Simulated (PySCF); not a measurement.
# CdIn: basis, grid and Hamiltonian

Aim: see how much the energy and properties of CdIn depend on the numerical set-up.

Program: PySCF 2.14.0. Level of theory: each script names its method and basis. These are calculated values, not measurements.

3 further runs of the same task are left out: 1 for a known fault of the program, 2 that didn't finish.

### Step 1. Starting geometry

CdIn: 2 atoms, charge 0, spin multiplicity 2.

Bond lengths: Cd1–In2 2.790 Å.

### Step 2. The base run

Contents of input.py:

```python
from pyscf import gto, scf, mp

mol = gto.M(
    atom='Cd 0 0 0; In 0 0 2.79',
    basis='def2-svp',
    ecp={'Cd': 'def2-svp', 'In': 'def2-svp'},
    charge=0,
    spin=1,
    verbose=4,
)
mf = scf.UHF(mol)
mf.kernel()
mp.MP2(mf).kernel()
mf.dip_moment()
print('orbital energies (hartree):', [e[max(0, n-3):n+3].round(4) for e, n in zip(mf.mo_energy, mol.nelec)])
```

Launch:

```console
OMP_NUM_THREADS=1 python input.py
```

Its log is not repeated here.

In short: E(SCF) = -356.027413 Eh, 13 cycles, E(MP2) − E(SCF) = -0.44145 Eh, ⟨S²⟩ = 0.790, μ = 1.35 D (of the SCF density).

The bond length is a typed value, not an optimised one.

### Step 3. Cartesian functions on

Run 1 changes Cartesian functions: off → on.

Contents of input.py:

```python
from pyscf import gto, scf, mp

mol = gto.M(
    atom='Cd 0 0 0; In 0 0 2.79',
    basis='def2-svp',
    ecp={'Cd': 'def2-svp', 'In': 'def2-svp'},
    charge=0,
    spin=1,
    cart=True,
    verbose=4,
)
mf = scf.UHF(mol)
mf.kernel()
mp.MP2(mf).kernel()
mf.dip_moment()
print('orbital energies (hartree):', [e[max(0, n-3):n+3].round(4) for e, n in zip(mf.mo_energy, mol.nelec)])
```

Launch:

```console
OMP_NUM_THREADS=1 python input.py
```

### Step 4. Core potential off

Run 2 changes core potential: on → off. The core potential changes with it: totals don't compare.

input.py: that of step 2 with these lines changed.

```diff
@@ -5,3 +5,2 @@
     basis='def2-svp',
-    ecp={'Cd': 'def2-svp', 'In': 'def2-svp'},
     charge=0,
```

Q: Predict the outcome of this session. Wanted: for each run, E(SCF); from base; gap, α spin; SCF dipole; after the SCF.

As calculated:

```csv
run,E(SCF) (hartree),from base (eV),cycles,"gap, α spin (eV)",SCF dipole (D),functions,after the SCF
base,-356.027413,0,13,4.94,1.35,57,MP2 correlation -12.013 eV
Cartesian functions on,-356.028156,-0.0202,13,4.96,1.35,64,MP2 correlation -13.188 eV
core potential off (poor choice),-2855.677518,not comparable,37,6.59,18.26,57,MP2 correlation -1.490 eV
```

In words: Rows marked «poor choice» come from settings spoiled on purpose.
